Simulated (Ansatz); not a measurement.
# AlSnH4 radical (SMILES [AlH2][SnH2]): one structure at several levels

The atoms stand at a structure displaced at random from a GFN2-xTB minimum. How far do the functionals agree with CCSD(T) there?

Computed with Ansatz 0.2.0, Gaussian basis. Level: single points in def2-TZVPP.

Correlated methods freeze the cores. Filled d shells of the heavier atoms are correlated. Core potentials replace the inner electrons past krypton, and spin-orbit coupling is left out. Orbitals are unrestricted.

### Step 1. The system as given

SMILES `[AlH2][SnH2]`, 6 atoms, charge 0, spin multiplicity 2.

Atoms are counted from 1 here; the program's logs count them from 0.

Bond lengths: Al1–Sn2 2.731 Å, Al1–H3 1.600 Å, Al1–H4 1.563 Å, Al1–H5 1.798 Å, Al1–H6 1.818 Å, Sn2–H5 2.073 Å, Sn2–H6 2.082 Å. Angles: Sn2–Al1–H3 140.7°, Sn2–Al1–H4 105.7°, Sn2–Al1–H5 49.4°, Sn2–Al1–H6 49.6°, H3–Al1–H4 113.6°, H3–Al1–H5 108.6°, H3–Al1–H6 107.9°, H4–Al1–H5 116.7°, H4–Al1–H6 118.5°, H5–Al1–H6 88.8°, Al1–Sn2–H5 41.2°, Al1–Sn2–H6 41.7°, H5–Sn2–H6 75.0°, Al1–H5–Sn2 89.4°, Al1–H6–Sn2 88.7°.

As a file:

```xyz
6
charge 0, multiplicity 2
Al   -0.0085   -0.5621    0.1544
Sn   -0.2783    1.9659   -0.8436
H     0.8648   -1.3893    1.2100
H    -1.0693   -1.4293   -0.5967
H     1.1017    0.4187   -0.8653
H    -0.5561    0.9708    0.9634
```

### Step 2. CCSD(T)/def2-TZVPP

The input, run/in.yaml:

```yaml
crystal:
  periodic: [false, false, false]
  atoms:
    - {symbol: Al, position_ang: [-0.008500, -0.562100, 0.154400]}
    - {symbol: Sn, position_ang: [-0.278300, 1.965900, -0.843600]}
    - {symbol: H, position_ang: [0.864800, -1.389300, 1.210000]}
    - {symbol: H, position_ang: [-1.069300, -1.429300, -0.596700]}
    - {symbol: H, position_ang: [1.101700, 0.418700, -0.865300]}
    - {symbol: H, position_ang: [-0.556100, 0.970800, 0.963400]}
basis:
  gaussian: {orbitals: def2-TZVPP}
magnetization: {spin_polarized: true, initial_magnetization: 1}
correlation: {method: ccsd_t}
scf: {omitted_lower_state_checks: [cluster_reference]}
output: {forces: true}
```

No record of the launch command was kept for these runs.

### Step 3. PBE0-D4/def2-TZVPP

Edit run/in.yaml of step 2 so:

```diff
@@ -12,4 +12,3 @@
 magnetization: {spin_polarized: true, initial_magnetization: 1}
-correlation: {method: ccsd_t}
-scf: {omitted_lower_state_checks: [cluster_reference]}
-output: {forces: true}
+hamiltonian: {xc: pbe0, dispersion: d4}
+output: {forces: true, orbitals: {seedname: orbitals}}
```

### Step 4. wB97M-V/def2-TZVPP

Edit run/in.yaml of step 3 so:

```diff
@@ -12,3 +12,3 @@
 magnetization: {spin_polarized: true, initial_magnetization: 1}
-hamiltonian: {xc: pbe0, dispersion: d4}
-output: {forces: true, orbitals: {seedname: orbitals}}
+hamiltonian: {xc: {name: wB97M-V}}
+output: {forces: true}
```

### Step 5. r2SCAN-D4/def2-TZVPP

Edit run/in.yaml of step 4 so:

```diff
@@ -12,3 +12,3 @@
 magnetization: {spin_polarized: true, initial_magnetization: 1}
-hamiltonian: {xc: {name: wB97M-V}}
+hamiltonian: {xc: r2scan, dispersion: d4}
 output: {forces: true}
```

### Step 6. PBE-D4/def2-TZVPP

Edit run/in.yaml of step 5 so:

```diff
@@ -12,3 +12,3 @@
 magnetization: {spin_polarized: true, initial_magnetization: 1}
-hamiltonian: {xc: r2scan, dispersion: d4}
+hamiltonian: {xc: pbe, dispersion: d4}
 output: {forces: true}
```

### Step 7. SPW92/def2-TZVPP

Edit run/in.yaml of step 6 so:

```diff
@@ -12,3 +12,3 @@
 magnetization: {spin_polarized: true, initial_magnetization: 1}
-hamiltonian: {xc: pbe, dispersion: d4}
+hamiltonian: {xc: lda}
 output: {forces: true}
```

### Step 8. BHLYP-D4/def2-TZVPP

Edit run/in.yaml of step 7 so:

```diff
@@ -12,3 +12,3 @@
 magnetization: {spin_polarized: true, initial_magnetization: 1}
-hamiltonian: {xc: lda}
+hamiltonian: {xc: {name: BHLYP}, dispersion: d4}
 output: {forces: true}
```

(Steps that only read results are left out.)

What does the calculation give? Wanted: energy less free atoms, CCSD(T)/def2-TZVPP; RMS force component; RMS force error; HOMO and LUMO, PBE0-D4; T1 diagnostic.

As calculated:

```
                                  quantity                                                                                          value
energy less free atoms, CCSD(T)/def2-TZVPP                                                                                 -1257.9 kJ/mol
                       RMS force component                                                           0.347 to 0.465 eV/Å over the methods
                           RMS force error  PBE0-D4 0.064, wB97M-V 0.048, r2SCAN-D4 0.074, PBE-D4 0.135, SPW92 0.160, BHLYP-D4 0.083 eV/Å
                    HOMO and LUMO, PBE0-D4                                                                             -5.46 and -2.66 eV
                             T1 diagnostic                                                                                          0.016
```

**Reading.** Against CCSD(T) the functionals' energies less atoms differ by -165.3 to -1.0 kJ/mol, PBE-D4 by -8.0 kJ/mol. A larger basis would deepen the CCSD(T) value, while the functionals are nearly converged already, so the order here is not reliable. On forces the order runs from wB97M-V to SPW92. Frozen-core CCSD(T) forces in triple zeta carry basis errors of their own, and this is one geometry, so small gaps rank nothing.
